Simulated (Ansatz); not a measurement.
**C₂H₄BClO₂: up Jacob's ladder to CCSD(T)**

One table from this session's results is given with a row withheld; the runs are named, their logs left out.

Program: Ansatz 0.2.0, Gaussian basis. Level of theory: functionals in def2-TZVPP, the program's frozen cores in correlated methods. These are calculated values, not measurements.

Levels to be run: PBE-D4, r2SCAN-D4, PBE0-D4, B3LYP-D4, ωB97X-V, ωB97M-V, B2PLYP; CCSD(T)/def2-TZVPP; MP2/def2-QZVPP; extrapolation to the limit.

## The geometry

The geometry comes from an earlier relaxation with PBE0-D4 in a triple-zeta def2 set; it is a stationary point, not always the lowest conformer.

SMILES `C=COB(O)Cl`, 10 atoms, charge 0, spin multiplicity 1.

Atoms are counted from 1 here; the program's logs count them from 0.

Bond lengths: C1–C2 1.321 Å, C1–H7 1.083 Å, C1–H8 1.081 Å, C2–O3 1.367 Å, C2–H9 1.085 Å, O3–B4 1.353 Å, B4–O5 1.353 Å, B4–Cl6 1.768 Å, O5–H10 0.959 Å. Angles: C2–C1–H7 121.4°, C2–C1–H8 119.6°, H7–C1–H8 119.0°, C1–C2–O3 121.1°, C1–C2–H9 123.6°, O3–C2–H9 115.3°, C2–O3–B4 122.4°, O3–B4–O5 121.6°, O3–B4–Cl6 117.2°, O5–B4–Cl6 121.2°, B4–O5–H10 113.4°.

The first run:

File in.yaml:

```yaml
crystal:
  periodic: [false, false, false]
  atoms:
    - {symbol: C, position_ang: [0.208061, -2.104186, -0.341798]}
    - {symbol: C, position_ang: [0.342894, -0.793938, -0.242823]}
    - {symbol: O, position_ang: [-0.655096, -0.019619, 0.279457]}
    - {symbol: B, position_ang: [-0.543045, 1.323422, 0.399111]}
    - {symbol: O, position_ang: [0.573568, 1.979099, 0.006317]}
    - {symbol: Cl, position_ang: [-1.918813, 2.191019, 1.092042]}
    - {symbol: H, position_ang: [-0.693802, -2.605473, -0.014158]}
    - {symbol: H, position_ang: [1.012568, -2.693093, -0.759110]}
    - {symbol: H, position_ang: [1.230011, -0.255860, -0.559770]}
    - {symbol: H, position_ang: [0.526752, 2.927529, 0.143733]}
basis:
  gaussian: {orbitals: def2-TZVPP}
hamiltonian: {xc: pbe, dispersion: d4}
output: {forces: true, orbitals: {seedname: orbitals}}
```

Run with:

```
ansatz run in.yaml --threads 4 --pin off --events-out ev --progress --plain --max-ram 10444MiB
```

Steps of the session up to this table: PBE-D4 (GGA); r2SCAN-D4 (meta-GGA); PBE0-D4 (hybrid); B3LYP-D4 (hybrid); ωB97X-V (range-separated); ωB97M-V (range-separated); B2PLYP (double hybrid); CCSD(T) in def2-TZVPP; MP2 in def2-QZVPP.

One table of the session follows, with a row left open; its other results are not shown here.

It belongs to the step «Atomisation energies». 

```
            method  atomisation energy (kJ/mol)
            PBE-D4                       4457.0
         r2SCAN-D4                       4355.8
           PBE0-D4                       4348.5
          B3LYP-D4                       4314.8
           ωB97X-V                       4318.8
           ωB97M-V                       4343.4
            B2PLYP                       4284.0
     HF/def2-TZVPP                       3151.3
    MP2/def2-TZVPP                       4340.0
   CCSD/def2-TZVPP                            ?
CCSD(T)/def2-TZVPP                       4202.1
           MP2/CBS                       4452.2
       CCSD(T)/CBS                       4314.3
```

Q: Estimate the row for CCSD/def2-TZVPP from the others.

**Answer.** atomisation energy (kJ/mol): 4124.4. In the column «atomisation energy (kJ/mol)» it lies between HF/def2-TZVPP (3151.3) and CCSD(T)/def2-TZVPP (4202.1).
